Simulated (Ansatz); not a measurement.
**Sn₂H₆: one species, many methods**

How much do the methods differ for Sn₂H₆? The plan is to run it at one geometry with functionals of several rungs and with coupled cluster. The yardstick is the atomisation energy at the CCSD(T) limit.

Program: Ansatz 0.2.0, Gaussian basis. Level of theory: functionals in def2-TZVPP, the program's frozen cores in correlated methods. These are calculated values, not measurements.

The runs, in order: LDA (SPW92), PBE-D4, revPBE-D4, BLYP-D4, r2SCAN-D4, B97M-V, PBE0-D4, B3LYP-D4, r2SCANh-D4, r2SCAN0-D4, HSE06-D4, BHLYP-D4, CAM-B3LYP-D4, LC-ωPBE, ωB97X-V, ωB97M-V, B2PLYP, PBE-QIDH; CCSD(T)/def2-SVP; CCSD(T)/def2-TZVPP; MP2/def2-QZVPP; extrapolation to the limit; RPA on PBE.

### 1 The relaxed structure

An earlier PBE0-D4 in a triple-zeta def2 set relaxation fixed the geometry. Sn takes the def2 core potential; no spin-orbit term is included.

SMILES `[SnH3][SnH3]`, 8 atoms, charge 0, spin multiplicity 1.

Atoms are counted from 1 here; the program's logs count them from 0.

Bond lengths: Sn1–Sn2 2.767 Å, Sn1–H3 1.707 Å, Sn1–H4 1.707 Å, Sn1–H5 1.707 Å, Sn2–H6 1.707 Å, Sn2–H7 1.707 Å, Sn2–H8 1.707 Å. Angles: Sn2–Sn1–H3 110.6°, Sn2–Sn1–H4 110.6°, Sn2–Sn1–H5 110.6°, H3–Sn1–H4 108.3°, H3–Sn1–H5 108.3°, H4–Sn1–H5 108.3°, Sn1–Sn2–H6 110.6°, Sn1–Sn2–H7 110.6°, Sn1–Sn2–H8 110.6°, H6–Sn2–H7 108.3°, H6–Sn2–H8 108.3°, H7–Sn2–H8 108.3°.

As a file:

```xyz
8
charge 0, multiplicity 1
Sn   -0.7405    0.4916   -1.0554
Sn    0.7638   -0.5061    1.0412
H    -0.5326   -0.4652   -2.4542
H    -2.4001    0.5001   -0.6536
H    -0.2704    2.0909   -1.4250
H     0.5411    0.4408    2.4446
H     2.4251   -0.4978    0.6471
H     0.3058   -2.1115    1.3995
```

### 2 LDA

This LDA is Slater exchange with PW92 correlation.

File in.yaml:

```yaml
crystal:
  periodic: [false, false, false]
  atoms:
    - {symbol: Sn, position_ang: [-0.740533, 0.491617, -1.055358]}
    - {symbol: Sn, position_ang: [0.763750, -0.506060, 1.041233]}
    - {symbol: H, position_ang: [-0.532556, -0.465151, -2.454209]}
    - {symbol: H, position_ang: [-2.400053, 0.500118, -0.653581]}
    - {symbol: H, position_ang: [-0.270352, 2.090928, -1.424978]}
    - {symbol: H, position_ang: [0.541079, 0.440751, 2.444615]}
    - {symbol: H, position_ang: [2.425085, -0.497820, 0.647087]}
    - {symbol: H, position_ang: [0.305778, -2.111483, 1.399489]}
basis:
  gaussian: {orbitals: def2-TZVPP}
hamiltonian: {xc: lda}
output: {orbitals: {seedname: orbitals}}
```

The run is started by

```console
> ansatz run in.yaml --threads 2 --pin off --events-out ev --progress --plain --max-ram 4352MiB
```

Further steps of the session: PBE-D4 (GGA); revPBE-D4 (GGA); BLYP-D4 (GGA); r2SCAN-D4 (meta-GGA); B97M-V (meta-GGA); PBE0-D4 (hybrid); B3LYP-D4 (hybrid); r2SCANh-D4 (hybrid); r2SCAN0-D4 (hybrid); HSE06-D4 (hybrid); BHLYP-D4 (hybrid); CAM-B3LYP-D4 (range-separated); LC-ωPBE (range-separated); ωB97X-V (range-separated); ωB97M-V (range-separated); B2PLYP (double hybrid); PBE-QIDH (double hybrid); CCSD(T) in def2-SVP; CCSD(T) in def2-TZVPP; MP2 in def2-QZVPP; RPA on PBE orbitals.

Before running them: what should the planned runs give, taken together? Wanted: atomisation energy, CCSD(T)/CBS; farthest beyond LDA; mean size of error, GGA; mean size of error, meta-GGA; mean size of error, hybrid; mean size of error, range-separated; mean size of error, double hybrid; gap, smallest and largest; T1 diagnostic.

The runs gave:

| quantity | value |
| --- | --- |
| atomisation energy, CCSD(T)/CBS | 431.6 kcal/mol |
| functionals within 4.3 kcal/mol (1.0 %) | ωB97X-V |
| farthest beyond LDA | revPBE-D4 (-26.7 kcal/mol) |
| mean size of error, GGA | 20.9 kcal/mol |
| mean size of error, meta-GGA | 8.5 kcal/mol |
| mean size of error, hybrid | 13.1 kcal/mol |
| mean size of error, range-separated | 7.1 kcal/mol |
| mean size of error, double hybrid | 17.1 kcal/mol |
| gap, smallest and largest | 5.21 eV (BLYP-D4), 11.45 eV (LC-ωPBE) |
| T1 diagnostic | 0.0134 |
| triples share of the correlation energy | 2.5 % |

What this shows: LDA overbinds by 44.2 kcal/mol (10 %). PBE-D4 is off by -18.7 kcal/mol. Double hybrids carry the basis error of their MP2 part in triple zeta, and no dispersion term here, so their miss is partly the set-up's. Taken by rung, range-separated functionals do best (7.1 kcal/mol on average) and GGA ones worst beyond LDA (20.9 kcal/mol). The gap between the best rungs is small, so their order is not settled. Misses under about 4.3 kcal/mol are within the doubt on the reference itself, which lacks core-valence correlation, spin-orbit coupling and higher excitations, and its outer-core shells are covered unevenly. All levels share the lack of spin-orbit coupling, which lowers the free heavy atoms and so the true binding. Hartree-Fock recovers 71 % of the binding; the rest is correlation. CCSD(T) in def2-SVP is off by -36.0 kcal/mol, more than most functionals: a good method in a small basis is no reference. Orbital gaps span 5.2 to 11.4 eV; exact exchange widens them. Correlated methods include outer-core shells of Sn, which these sets cover unevenly.
